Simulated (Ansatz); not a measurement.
# SiW3: the cost of one run

Computed with Ansatz 0.2.0 (DFT PBE, scalar-relativistic, plane waves, PAW, unless a step's input says otherwise).

1 further run of the same task is left out (set aside as unsound or not needed). Runs told in other sessions of the task aren't counted.

## (1) The system as given

Symmetry: Im-3m, No. 229, cubic system. The conventional cell has a = 5.208 Å, b = 5.208 Å, c = 5.208 Å, α = 90.00°, β = 90.00°, γ = 90.00°. Si (site symmetry m-3m) has 6 W at 2.60 Å in its first shell of neighbours. W (site symmetry 4/mmm) has 2 Si at 2.60 Å and 4 W at 2.60 Å in its first shell of neighbours.

Structure file:

```
Si W
1.0
    -2.60377    2.60377    2.60377
     2.60377   -2.60377    2.60377
     2.60377    2.60377   -2.60377
Si W
1 3
Cartesian
  0.0000 0.0000 0.0000
  0.0000 0.0000 2.6038
  0.0000 2.6038 0.0000
  2.6038 0.0000 0.0000
```

It goes back to an entry of the Materials Project, which need not be the stable form.

This cell was relaxed beforehand with the same method: volume 17.65 Å³/atom, gap on the mesh none (metal).

## (2) The reference: the undisturbed cell on the scan's mesh

File input.yaml:

```yaml
crystal:
  lattice:
    - [-2.6037661906, 2.6037661906, 2.6037661906]
    - [2.6037661906, -2.6037661906, 2.6037661906]
    - [2.6037661906, 2.6037661906, -2.6037661906]
  atoms:
    - { symbol: Si, position: [0.0, 0.0, 0.0] }
    - { symbol: W, position: [0.5, 0.5, 0.0] }
    - { symbol: W, position: [0.5, 0.0, 0.5] }
    - { symbol: W, position: [0.0, 0.5, 0.5] }
basis:
  ecutwfc: 420
kpoints:
  mp_grid: { grid: [14, 14, 14] }
hamiltonian:
  xc: pbe
scf:
  occupations: { method: gaussian, width: 0.15 }
output:
  forces: true
  stress: true
  eigenvalues: true
```

Launch:

```
$ ansatz run input.yaml --threads 1 --pin off --max-ram 2560MiB --backend cpu --events-out ev --progress --plain --runs-dir out
```

What time and memory should one allow on 1 thread of Intel Xeon Platinum 8259CL at 2.50GHz (Skylake/Cascade Lake), shared host?

About 10 s, with a peak of 0.51 GiB.
